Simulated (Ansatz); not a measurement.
**CH5GeN: saddle search for pyramidal inversion**

Wanted for CH5GeN: a saddle search for pyramidal inversion.

All numbers are computed with Ansatz 0.2.0, driven from Python. Level of theory: B3LYP+D4/def2-SVP.

## Step 1: The system

Bond lengths: C1–N2 1.397 Å, C1–Ge3 1.821 Å, N2–Ge3 1.916 Å, C1–H4 1.071 Å, C1–H5 1.141 Å, N2–H6 1.062 Å, Ge3–H7 1.607 Å, Ge3–H8 1.514 Å. Angles (14 of 15 angles, heavy atoms first): C1–N2–Ge3 64.5°, N2–C1–Ge3 71.7°, C1–Ge3–N2 43.8°, C1–N2–H6 108.5°, Ge3–N2–H6 107.4°, N2–C1–H4 111.7°, N2–C1–H5 114.6°, Ge3–C1–H4 116.3°, Ge3–C1–H5 119.0°, C1–Ge3–H7 117.8°, C1–Ge3–H8 120.8°, N2–Ge3–H7 107.6°, N2–Ge3–H8 109.6°, H4–C1–H5 115.7°.

The script holds or builds the structure itself.

## Step 2: The code

Input file run_ts.py:

```python
"""Inversion barrier of CH5GeN: minimum and transition state."""

import itertools
import warnings

import ansatz as az
from ase.data import atomic_numbers, covalent_radii
import numpy as np

GEOMETRY = """
C    -0.64040    0.39340   -0.51180
N    -0.32480    0.59870    0.83400
Ge    0.50710   -0.91920    0.01260
H    -1.66390    0.10620   -0.63810
H    -0.26450    1.20660   -1.21790
H     0.40570    1.36670    0.89470
H     2.08340   -0.61860   -0.08030
H    -0.01050   -2.19090    0.65100
"""

warnings.simplefilter("ignore", az.DeckWarning)

molecule = az.Crystal.molecule()
for line in GEOMETRY.strip().splitlines():
    symbol, *xyz = line.split()
    molecule = molecule.atom(symbol, [float(v) for v in xyz])

calc = (
    molecule.calculation()
    .basis(gaussian="def2-SVP")
    .functional("b3lyp", dispersion="d4")
)
symbols = [site.symbol for site in molecule.cartesian_sites]
start = np.array([site.position_ang for site in molecule.cartesian_sites], dtype=float)
summary = calc.relax(force_tolerance=0.005).run(threads=1, pin="off").report
end = np.array(summary["positions_ang"])

# start with the apex atom pushed most of the way into the plane of its neighbours
a, b, d = end[[0, 2, 5]]
normal = np.cross(b - a, d - a)
normal /= np.linalg.norm(normal)
flat = end.copy()
flat[1] -= 0.8 * ((end[1] - a) @ normal) * normal
guess = np.zeros_like(flat)
guess[1] = normal
near = az.Crystal.molecule()
for symbol, place in zip(symbols, flat):
    near = near.atom(symbol, place.tolist())
search = (
    near.calculation()
    .basis(gaussian="def2-SVP")
    .functional("b3lyp", dispersion="d4")
    .saddle(mode_guess=guess.tolist(), force_tolerance=0.01, max_steps=40)
)
steps = []
top = search.session().plan().execute(on_event=lambda e: steps.append(e["data"]) if e["event"] == "saddle_step" else None).report
for s in steps:
    print(f"step {s['step']:2d}  E = {s['lagrangian_ev']:.5f} eV  force {s['allowed_force_max_ev_ang']:.4f} eV/A  curvature {s['curvature_ev_ang2']:.3f} eV/A^2")
print(f"minimum {summary['free_energy_ev']:.5f} eV, saddle {top['free_energy_ev']:.5f} eV")
print(f"electronic barrier {96.485332 * (top['free_energy_ev'] - summary['free_energy_ev']):.2f} kJ/mol")
saddle = np.array(top["positions_ang"])
# pairs closer than 1.2 times the sum of covalent radii, before or after
radius = [covalent_radii[atomic_numbers[s]] for s in symbols]
span = lambda where, i, j: np.linalg.norm(where[i] - where[j])
bonded = [(i, j) for i, j in itertools.combinations(range(len(symbols)), 2) if min(span(end, i, j), span(saddle, i, j)) < 1.2 * (radius[i] + radius[j])]
print("pair        before    after (A)")
for i, j in bonded:
    print(f"{symbols[i]}{i}-{symbols[j]}{j}".ljust(10), f"{span(end, i, j):8.4f} {span(saddle, i, j):8.4f}")
for first, second in list(itertools.combinations(bonded, 2)):
    shared = set(first) & set(second)
    if shared and symbols[(j := shared.pop())] != "H":
        i, k = sorted((set(first) | set(second)) - {j})
        u, v = saddle[i] - saddle[j], saddle[k] - saddle[j]
        angle = np.degrees(np.arccos(np.clip(u @ v / np.linalg.norm(u) / np.linalg.norm(v), -1, 1)))
        print(f"final angle {symbols[i]}{i}-{symbols[j]}{j}-{symbols[k]}{k}: {angle:.2f} deg")
```

## Step 3: The input behind the calls

The package turns the script's settings into the engine's input (first run):

```yaml
crystal:
  periodic: [false, false, false]
  atoms:
    - { symbol: C, position_ang: [-0.6404, 0.3934, -0.5118] }
    - { symbol: "N", position_ang: [-0.3248, 0.5987, 0.834] }
    - { symbol: Ge, position_ang: [0.5071, -0.9192, 0.0126] }
    - { symbol: H, position_ang: [-1.6639, 0.1062, -0.6381] }
    - { symbol: H, position_ang: [-0.2645, 1.2066, -1.2179] }
    - { symbol: H, position_ang: [0.4057, 1.3667, 0.8947] }
    - { symbol: H, position_ang: [2.0834, -0.6186, -0.0803] }
    - { symbol: H, position_ang: [-0.0105, -2.1909, 0.651] }
basis:
  gaussian:
    orbitals: def2-SVP
hamiltonian:
  xc: b3lyp
  dispersion: d4
relax:
  f_tol: 0.005
```

## Step 4: Launch

On the command line:

```sh
$ python run_ts.py
```

The program printed:

```text
RunWarning: saddle search: converged after 12 steps; from 1 of them it moved with no negative curvature along its mode to follow; the point found lies 0.415 Å from the start (the largest move of one atom). A search that has climbed so is the less sure of closing on the saddle that was meant: its order check read [...]
step  1  E = -59115.41590 eV  force 11.3357 eV/A  curvature -25.336 eV/A^2
step  2  E = -59116.64212 eV  force 4.0876 eV/A  curvature -9.947 eV/A^2
step  3  E = -59116.95723 eV  force 1.5914 eV/A  curvature 1.007 eV/A^2
step  4  E = -59117.09409 eV  force 0.5862 eV/A  curvature -0.916 eV/A^2
step  5  E = -59117.12016 eV  force 0.2197 eV/A  curvature -1.241 eV/A^2
step  6  E = -59117.13998 eV  force 0.1510 eV/A  curvature -1.858 eV/A^2
step  7  E = -59117.13812 eV  force 0.1927 eV/A  curvature -2.418 eV/A^2
step  8  E = -59117.14227 eV  force 0.1017 eV/A  curvature -2.575 eV/A^2
step  9  E = -59117.14262 eV  force 0.0271 eV/A  curvature -2.620 eV/A^2
step 10  E = -59117.14260 eV  force 0.0178 eV/A  curvature -2.711 eV/A^2
step 11  E = -59117.14254 eV  force 0.0094 eV/A  curvature -2.733 eV/A^2
step 12  E = -59117.14255 eV  force 0.0005 eV/A  curvature -2.721 eV/A^2
minimum -59117.38706 eV, saddle -59117.14278 eV
electronic barrier 23.57 kJ/mol
pair        before    after (A)
C0-N1        1.4732   1.4423
C0-Ge2       1.9383   1.9692
C0-H3        1.0979   1.1049
C0-H4        1.1001   1.1050
N1-Ge2       1.8942   1.8041
N1-H5        1.0211   1.0105
Ge2-H6       1.5307   1.5371
Ge2-H7       1.5270   1.5371
final angle N1-C0-Ge2: 61.58 deg
final angle N1-C0-H3: 118.64 deg
final angle N1-C0-H4: 118.64 deg
final angle C0-N1-Ge2: 73.74 deg
final angle C0-N1-H5: 130.58 deg
final angle Ge2-C0-H3: 118.71 deg
final angle Ge2-C0-H4: 118.71 deg
final angle C0-Ge2-N1: 44.68 deg
final angle C0-Ge2-H6: 121.46 deg
final angle C0-Ge2-H7: 121.46 deg
final angle H3-C0-H4: 112.09 deg
final angle Ge2-N1-H5: 155.68 deg
final angle N1-Ge2-H6: 117.78 deg
final angle N1-Ge2-H7: 117.77 deg
final angle H6-Ge2-H7: 114.76 deg
```

(Warnings from the package without file and line, shortened.)

Run time: 3.6 min. Hardware: 1 thread of Arm Neoverse V1, shared host; peak memory 0.25 GiB.

## Step 5: Inputs of later runs

The engine's inputs for the other runs:

Run 2, against run 1:

```diff
@@ -4,8 +4,8 @@
-    - { symbol: C, position_ang: [-0.6404, 0.3934, -0.5118] }
-    - { symbol: "N", position_ang: [-0.3248, 0.5987, 0.834] }
-    - { symbol: Ge, position_ang: [0.5071, -0.9192, 0.0126] }
-    - { symbol: H, position_ang: [-1.6639, 0.1062, -0.6381] }
-    - { symbol: H, position_ang: [-0.2645, 1.2066, -1.2179] }
-    - { symbol: H, position_ang: [0.4057, 1.3667, 0.8947] }
-    - { symbol: H, position_ang: [2.0834, -0.6186, -0.0803] }
-    - { symbol: H, position_ang: [-0.0105, -2.1909, 0.651] }
+    - { symbol: C, position_ang: [-0.6575510359355432, 0.45198698692461964, -0.5510085810663526] }
+    - { symbol: "N", position_ang: [0.03059404467479704, 0.7550475995705579, 0.5772730339135843] }
+    - { symbol: Ge, position_ang: [0.5596339644433206, -0.905036683742708, 0.10761883075935583] }
+    - { symbol: H, position_ang: [-1.7074859916767926, 0.19489816159598122, -0.7429521863512836] }
+    - { symbol: H, position_ang: [-0.25661742331271753, 1.1728504582374997, -1.2788435408505017] }
+    - { symbol: H, position_ang: [0.3000733787519077, 1.406538498422608, 1.0397263004126438] }
+    - { symbol: H, position_ang: [2.0469313479667397, -0.7466775128570725, -0.21786246050826116] }
+    - { symbol: H, position_ang: [0.10915176900645518, -2.230915268785192, 0.7165187158900478] }
@@ -18,2 +18,12 @@
-relax:
-  f_tol: 0.005
+saddle:
+  mode_guess:
+    - [0.0, 0.0, 0.0]
+    - [-0.7072574691447218, -0.33125456833705436, 0.6245456614970876]
+    - [0.0, 0.0, 0.0]
+    - [0.0, 0.0, 0.0]
+    - [0.0, 0.0, 0.0]
+    - [0.0, 0.0, 0.0]
+    - [0.0, 0.0, 0.0]
+    - [0.0, 0.0, 0.0]
+  f_tol: 0.01
+  max_steps: 40
```

## Step 6: The engine's runs

From the records of these 2 runs:

```
run    kind of run  energy from run 1 (eV)  SCF cycles in all  CPU time (s)
  1     relaxation                  0.0000                 83            34
  2  saddle search                  0.2443                512           180
```

## Step 7: How the relaxation of run 1 went

Relaxation path:

| step | energy from step 1 (eV) | largest force component (eV/Å) |
| --- | --- | --- |
| 1 | 0.0000 | 3.0994 |
| 2 | -0.3708 | 1.2928 |
| 3 | -0.4264 | 0.2627 |
| 4 | -0.4334 | 0.2125 |
| 5 | -0.4296 | 0.3764 |
| 6 | -0.4398 | 0.1203 |
| 7 | -0.4387 | 0.0816 |
| 8 | -0.4414 | 0.0392 |
| 9 | -0.4416 | 0.0122 |
| 10 | -0.4416 | 0.0014 |

Step 1 is the start. Steps 5, 7 were tried and not accepted.

Before: Bond lengths: C1–N2 1.397 Å, C1–Ge3 1.821 Å, N2–Ge3 1.916 Å, C1–H4 1.071 Å, C1–H5 1.141 Å, N2–H6 1.062 Å, Ge3–H7 1.607 Å, Ge3–H8 1.514 Å. Angles (14 of 15 angles, heavy atoms first): C1–N2–Ge3 64.5°, N2–C1–Ge3 71.7°, C1–Ge3–N2 43.8°, C1–N2–H6 108.5°, Ge3–N2–H6 107.4°, N2–C1–H4 111.7°, N2–C1–H5 114.6°, Ge3–C1–H4 116.3°, Ge3–C1–H5 119.0°, C1–Ge3–H7 117.8°, C1–Ge3–H8 120.8°, N2–Ge3–H7 107.6°, N2–Ge3–H8 109.6°, H4–C1–H5 115.7°.

After: Bond lengths: C1–N2 1.473 Å, C1–Ge3 1.938 Å, N2–Ge3 1.894 Å, C1–H4 1.098 Å, C1–H5 1.100 Å, N2–H6 1.021 Å, Ge3–H7 1.531 Å, Ge3–H8 1.527 Å. Angles (14 of 15 angles, heavy atoms first): C1–N2–Ge3 69.0°, N2–C1–Ge3 65.8°, C1–Ge3–N2 45.2°, C1–N2–H6 112.4°, Ge3–N2–H6 115.2°, N2–C1–H4 115.0°, N2–C1–H5 119.0°, Ge3–C1–H4 119.7°, Ge3–C1–H5 117.0°, C1–Ge3–H7 117.7°, C1–Ge3–H8 123.9°, N2–Ge3–H7 116.5°, N2–Ge3–H8 113.2°, H4–C1–H5 112.7°.

## Step 8: Results

| quantity | value |
| --- | --- |
| runs compared | 2 |
| moves of the relaxation of run 1 | 7 |
| energy gained in run 1 | 0.442 eV |
| last largest force component of run 1 | 0.0014 eV/Å |

In words: The dearest, run 2 (saddle search), took some 5.5 times as long as run 1 (relaxation). Run 1: The relaxation took 7 moves; the largest shift is 0.191 Å, of atom 7 (H). Reading the output:
- The energies are electronic: no zero-point or thermal terms, and the basis set is short of its limit. No separate frequency run checks the order of the saddle point.
- b3lyp holds the VWN-RPA fit, as in Gaussian; the form of ORCA and Turbomole is b3lyp5.
- The script silences the warnings on its input, which a real study should read.
